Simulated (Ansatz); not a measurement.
# Na16H: the cost of one run

All numbers below are computed with Ansatz 0.2.0 (DFT PBEsol, plane waves, PAW, scalar-relativistic, no spin polarisation).

### 1 Starting point

The cell holds 17 atoms (HNa16): a = 8.460 Å, b = 8.460 Å, c = 8.460 Å, α = 90.00°, β = 90.00°, γ = 90.00°.

Structure file:

```cif
data_structure
_symmetry_space_group_name_H-M 'P 1'
_symmetry_Int_Tables_number 1
_cell_length_a 8.4600
_cell_length_b 8.4600
_cell_length_c 8.4600
_cell_angle_alpha 90.000
_cell_angle_beta 90.000
_cell_angle_gamma 90.000
_cell_volume 605.50
loop_
_atom_site_label
_atom_site_type_symbol
_atom_site_fract_x
_atom_site_fract_y
_atom_site_fract_z
_atom_site_occupancy
Na1 Na 0.00000 0.00000 0.00000 1
Na2 Na 0.50000 0.00000 0.00000 1
Na3 Na 0.00000 0.50000 0.00000 1
Na4 Na 0.00000 0.00000 0.50000 1
Na5 Na 0.25000 0.25000 0.25000 1
Na6 Na 0.50000 0.50000 0.00000 1
Na7 Na 0.50000 0.00000 0.50000 1
Na8 Na 0.75000 0.25000 0.25000 1
Na9 Na 0.00000 0.50000 0.50000 1
Na10 Na 0.25000 0.75000 0.25000 1
Na11 Na 0.25000 0.25000 0.75000 1
Na12 Na 0.50000 0.50000 0.50000 1
Na13 Na 0.75000 0.75000 0.25000 1
Na14 Na 0.75000 0.25000 0.75000 1
Na15 Na 0.25000 0.75000 0.75000 1
Na16 Na 0.75000 0.75000 0.75000 1
H1 H 0.10918 0.74994 0.99773 1
```

### 2 Relaxing the start

The input, input.yaml:

```yaml
crystal:
  lattice:
    - [8.46, 0.0, 0.0]
    - [0.0, 8.46, 0.0]
    - [0.0, 0.0, 8.46]
  atoms:
    - { symbol: Na, position: [0.0, 0.0, 0.0] }
    - { symbol: Na, position: [0.5, 0.0, 0.0] }
    - { symbol: Na, position: [0.0, 0.5, 0.0] }
    - { symbol: Na, position: [0.0, 0.0, 0.5] }
    - { symbol: Na, position: [0.25, 0.25, 0.25] }
    - { symbol: Na, position: [0.5, 0.5, 0.0] }
    - { symbol: Na, position: [0.5, 0.0, 0.5] }
    - { symbol: Na, position: [0.75, 0.25, 0.25] }
    - { symbol: Na, position: [0.0, 0.5, 0.5] }
    - { symbol: Na, position: [0.25, 0.75, 0.25] }
    - { symbol: Na, position: [0.25, 0.25, 0.75] }
    - { symbol: Na, position: [0.5, 0.5, 0.5] }
    - { symbol: Na, position: [0.75, 0.75, 0.25] }
    - { symbol: Na, position: [0.75, 0.25, 0.75] }
    - { symbol: Na, position: [0.25, 0.75, 0.75] }
    - { symbol: Na, position: [0.75, 0.75, 0.75] }
    - { symbol: H, position: [0.1091769, 0.7499358, -0.0022673] }
basis:
  ecutwfc: 420.0
kpoints:
  mp_grid: { grid: [2, 2, 2] }
hamiltonian:
  xc: pbesol
scf:
  occupations: { method: fermi_dirac, width: 0.15 }
  lower_state_search: "off"
relax:
  f_tol: 0.08
  max_steps: 25
  adjacent_minimum: "off"
```

Run with:

```
> ansatz run input.yaml --threads 2 --pin off --max-ram 5120MiB --backend cpu --events-out ev --progress --plain --runs-dir out
```

What time and memory should one allow on 2 threads of Arm Neoverse V1, shared host?

About 25 s, with a peak of 0.98 GiB.
